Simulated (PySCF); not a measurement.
# Cu (Cu3+): the cost of one run

Programs: PySCF 2.14.0, with routines of our own; each step states its level. All values are computed. Atoms count from 0.

## 1. The system as given

1 atom, charge 3, states of the metal's open shell are computed; geometry from: free ion.

## 2. Ligand-field states: state-averaged CASSCF

Job settings and geometry (Å):

```
{"job": {"kind": "lf", "basis": {"metal": "x2c-TZVPall", "ligand": "x2c-SVPall"}, "nevpt": true}, "charge": 3, "metal": "Cu", "open_shell": "d8"}
Cu     0.000000     0.000000     0.000000
```

With the program's defaults for keys left out, this is: state-averaged CASSCF of the metal d shell, SC-NEVPT2 on the averaged canonical orbitals, state-interaction spin-orbit coupling.

Command:

```console
> OMP_NUM_THREADS=1 python lf_run.py task.json out
```

One launch serves the whole session: the jobs run in the order shown.

**Question.** How long does this job take on 1 thread of Arm Neoverse N1, shared host, and how much memory does it need?

About 3.1 s, with a peak of 0.15 GiB.
